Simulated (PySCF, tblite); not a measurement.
# C₇H₉O₂P: geometry, infrared bands and NMR shifts

What infrared bands and NMR shifts should C₇H₉O₂P (`C#CCP(C=C)C(=O)OC`) show?

The runs use tblite 0.8.0 and PySCF 2.14.0, with density-fitted response routines of our own; the level of theory stands in each step. All values are computed, except where a source is named. Atoms count from 0, in the outputs and in this text.

### Step 1. Starting geometry

19 atoms, charge 0, multiplicity 1; geometry from: force field or distance geometry start.

Bonds of the start (Å): C0–C1 1.19, C1–C2 1.48, C2–P3 1.83, P3–C4 1.84, C4–C5 1.33, P3–C6 1.84, C6–O7 1.21, C6–O8 1.36, O8–C9 1.42, C0–H10 1.07, C2–H11 1.10, C2–H12 1.09, C4–H13 1.10, C5–H14 1.09, C5–H15 1.10, C9–H16 1.09, C9–H17 1.10, C9–H18 1.10.

### Step 2. Optimising the geometry with GFN2-xTB

What the job is given:

```
{"job": {"kind": "relax", "xc": "GFN2-xTB", "basis": "xTB"}, "charge": 0, "multiplicity": 1}
C     -3.834500     0.260900     1.072300
C     -2.877300    -0.150000     0.492000
C     -1.687300    -0.678200    -0.208300
P     -0.185200    -0.371600     0.788400
C      0.078500     1.436600     0.539900
C     -0.450400     2.315800     1.391600
C      1.057000    -1.066100    -0.375100
O      0.685500    -1.929100    -1.144200
O      2.325800    -0.579800    -0.288000
C      3.231000    -1.172200    -1.205200
H     -4.705500     0.633300     1.580400
H     -1.615400    -0.206600    -1.195100
H     -1.832900    -1.749000    -0.361200
H      0.676400     1.800200    -0.306600
H     -0.294200     3.391000     1.259100
H     -1.040200     2.011300     2.264100
H      2.920800    -0.977800    -2.237000
H      3.323000    -2.251300    -1.022600
H      4.215200    -0.708200    -1.052000
```

The run is started by

```
$ OMP_NUM_THREADS=1 python probes_run.py task.json out
```

This one command runs all jobs of the session in turn.

**Question.** This job is followed by: GFN2-xTB harmonic vibrations, gas phase; GIAO PBE0/pcSseg-1 NMR shielding, non-relativistic, gas phase. Predict these results of the whole session: strongest single infrared mode (GFN2-xTB); zero-point energy (GFN2-xTB); 13C shifts against TMS (PBE0/pcSseg-1); 1H shifts against TMS (PBE0/pcSseg-1, means over atoms taken as alike); 31P shifts against H3PO4 (PBE0/pcSseg-1); 17O shifts against H2O (PBE0/pcSseg-1).

**Answer**, as computed:

| quantity | value |
| --- | --- |
| strongest single infrared mode (GFN2-xTB) | 1749 cm⁻¹, 409 km/mol |
| zero-point energy (GFN2-xTB) | 86.7 kcal/mol |
| 13C shifts against TMS (PBE0/pcSseg-1) | 186.4, 146.0, 129.5, 84.8, 78.0, 54.0, 18.9 ppm |
| 1H shifts against TMS (PBE0/pcSseg-1, means over atoms taken as alike) | 6.95, 6.49, 6.07, 3.92, 3.03, 1.55 ppm |
| 31P shifts against H3PO4 (PBE0/pcSseg-1) | -25.6 ppm |
| 17O shifts against H2O (PBE0/pcSseg-1) | 461.1, 198.2 ppm |

**Reading.** Over 170 steps the energy fell by 0.290 eV; of the close pairs, C2–P3 changed most, 1.829 to 1.870 Å. All 51 modes are real, so the xTB geometry is a minimum. The strongest single mode, at 1749 cm⁻¹, moves mainly C6 and O7. GFN2-xTB is a fitted tight-binding method: band positions and strengths are rough. Its intensities can rank the bands wrongly. The most deshielded hydrogen is H13 (hydrogen on an alkene CH), at 6.95 ppm: attached to an sp2 carbon and in the plane of the double bond. At PBE0/pcSseg-1: The largest span, 751 ppm, is at O7, where the paramagnetic term is -528 ppm.
